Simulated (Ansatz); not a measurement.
# CH3ClF2SSi: the cost of one run

Method: the settings change from run to run; program: Ansatz 0.2.0, Gaussian basis.

### Step 1. The molecule

An earlier PBE0-D4 in a triple-zeta def2 set relaxation fixed the geometry.

SMILES `CS[Si](F)(F)Cl`, 9 atoms, charge 0, spin multiplicity 1.

Atoms are counted from 1 here; the program's logs count them from 0.

Bond lengths: C1–S2 1.823 Å, C1–H7 1.089 Å, C1–H8 1.089 Å, C1–H9 1.089 Å, S2–Si3 2.084 Å, Si3–F4 1.582 Å, Si3–F5 1.582 Å, Si3–Cl6 2.017 Å. Angles: S2–C1–H7 111.0°, S2–C1–H8 105.9°, S2–C1–H9 111.0°, H7–C1–H8 109.2°, H7–C1–H9 110.6°, H8–C1–H9 109.2°, C1–S2–Si3 98.5°, S2–Si3–F4 112.0°, S2–Si3–F5 112.0°, S2–Si3–Cl6 109.5°, F4–Si3–F5 104.5°, F4–Si3–Cl6 109.3°, F5–Si3–Cl6 109.3°.

### Step 2. wB97M-V/def2-TZVPD

This run has multiplicity 3, the search for lower states set to off.

Contents of in.yaml:

```yaml
crystal:
  periodic: [false, false, false]
  atoms:
    - {symbol: C, position_ang: [-0.041459, -1.563913, 0.047970]}
    - {symbol: S, position_ang: [-0.561642, -0.296074, -1.154864]}
    - {symbol: Si, position_ang: [0.032225, 1.396895, -0.095244]}
    - {symbol: F, position_ang: [-0.672659, 1.490659, 1.317462]}
    - {symbol: F, position_ang: [1.579138, 1.378299, 0.233627]}
    - {symbol: Cl, position_ang: [-0.402220, 3.048043, -1.168366]}
    - {symbol: H, position_ang: [-0.577556, -1.451502, 0.988654]}
    - {symbol: H, position_ang: [-0.301104, -2.522390, -0.399023]}
    - {symbol: H, position_ang: [1.033877, -1.526316, 0.212783]}
basis:
  gaussian: {orbitals: def2-TZVPD}
magnetization: {spin_polarized: true, initial_magnetization: 2}
hamiltonian: {xc: {name: wB97M-V}}
scf: {lower_state_search: off}
```

Command:

```console
$ ansatz run in.yaml --threads 4 --pin off --events-out ev --progress --plain --max-ram 10444MiB
```

What time and memory should one allow on 4 threads of Arm Neoverse V1, shared host?

About 28 s, with a peak of 1.4 GiB.
